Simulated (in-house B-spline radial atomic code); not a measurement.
**Pr⁴²⁺: binding energies from hole states**

How much more does a second hole in Pr⁴²⁺ cost because of the first?

Method: Dirac-Hartree-Fock, average of configuration, Fermi nucleus, basis-set limit. Code: in-house B-spline radial atomic code version 1.

## (1) The system

* element: praseodymium (Z = 59)
* charge: +42
* electrons: 17
* configuration: [Ne] 3s2 3p5
* Hamiltonian: Dirac-Coulomb
* nucleus: Fermi, rms radius 4.892 fm

Outer shells as boxes (Hund's rule):

[Ne] 3s2 3p5
```
[Ne] core
3s [↑↓]
3p [↑↓][↑↓][↑ ]
```

The boxes draw the filling by Hund's rule, which heavy ions in jj coupling don't follow; these runs average over all states of the configuration.

Settings, as recorded:

```ini
Z = 59
electrons = 17.0
configuration = [Ne] 3s2 3p5
hamiltonian = dirac
method = hf
spin_polarised = False
nucleus = fermi
rms_radius = 4.8919
mass_number = 141
atomic_mass = 140.907659604
speed_of_light = 137.035999084
```

The reference is known from an earlier run: -7695.512359 hartree in all. Up to eight levels, counted from the top:

| orbital | occupation | energy (eV) | <r> (bohr) |
| --- | --- | --- | --- |
| 1s1/2 | 2 | -44790.5 | 0.02409 |
| 2s1/2 | 2 | -9366.53 | 0.1012 |
| 2p1/2 | 2 | -8992.94 | 0.08505 |
| 2p3/2 | 4 | -8498.82 | 0.09107 |
| 3s1/2 | 2 | -3591.39 | 0.2492 |
| 3p1/2 | 1.66667 | -3447.05 | 0.2368 |
| 3p3/2 | 3.33333 | -3325.39 | 0.2460 |

Single holes known from earlier runs (ΔSCF): 1s 44759.5 eV, 2p1/2 8983.92 eV, 2p3/2 8490.97 eV, 3s 3590.54 eV.

## (2) The 1s and 3s holes

Settings, as recorded:

```ini
Z = 59
electrons = 15.0
configuration = 1s1 2s2 2p6 3s1 3p5
hamiltonian = dirac
method = hf
spin_polarised = False
nucleus = fermi
rms_radius = 4.8919
mass_number = 141
atomic_mass = 140.907659604
speed_of_light = 137.035999084
```

## (3) The 2p1/2 and 2p1/2 holes

In configurations, a minus sign after the shell means j = l − 1/2 and a plus sign j = l + 1/2; the count of electrons follows.

Settings: those of step 2 with these lines changed.

```diff
@@ -2,3 +2,3 @@
 electrons = 15.0
-configuration = 1s1 2s2 2p6 3s1 3p5
+configuration = 1s2 2s2 2p+4 3s2 3p5
 hamiltonian = dirac
```

## (4) The 2p3/2 and 2p3/2 holes

Settings: those of step 3 with these lines changed.

```diff
@@ -2,3 +2,3 @@
 electrons = 15.0
-configuration = 1s2 2s2 2p+4 3s2 3p5
+configuration = 1s2 2s2 2p-2 2p+2 3s2 3p5
 hamiltonian = dirac
```

## (5) The 2p1/2 and 3s holes

Settings: those of step 4 with these lines changed.

```diff
@@ -2,3 +2,3 @@
 electrons = 15.0
-configuration = 1s2 2s2 2p-2 2p+2 3s2 3p5
+configuration = 1s2 2s2 2p-1 2p+4 3s1 3p5
 hamiltonian = dirac
```

## (6) The 1s and 1s holes

Settings: those of step 5 with these lines changed.

```diff
@@ -2,3 +2,3 @@
 electrons = 15.0
-configuration = 1s2 2s2 2p-1 2p+4 3s1 3p5
+configuration = 2s2 2p6 3s2 3p5
 hamiltonian = dirac
```

Before running: What does each hole state cost in eV, and how does that compare with the orbital energies or single holes?

The runs gave:

| two holes | ΔSCF (eV) | less the two single holes (eV) |
| --- | --- | --- |
| 1s and 3s | 48485.1 | 135.03 |
| 2p1/2 and 2p1/2 | 18243.4 | 275.60 |
| 2p3/2 and 2p3/2 | 17230.3 | 248.39 |
| 2p1/2 and 3s | 12697.8 | 123.30 |
| 1s and 1s | 90531.2 | 1012.11 |

What this shows: Two holes cost more than the sum of each, because the second electron leaves a more charged ion. The excess runs from 123.3 eV (2p1/2 and 3s) to 1012.1 eV (1s and 1s); it tends to be largest where both holes are compact. Two partly filled shells share a symmetry and can mix in the average, which may lower the energy, in these hole states: 1s and 3s; 2p3/2 and 2p3/2; 2p1/2 and 3s; 2p1/2; 2p3/2. Values are for the free ion, measured from the vacuum level.
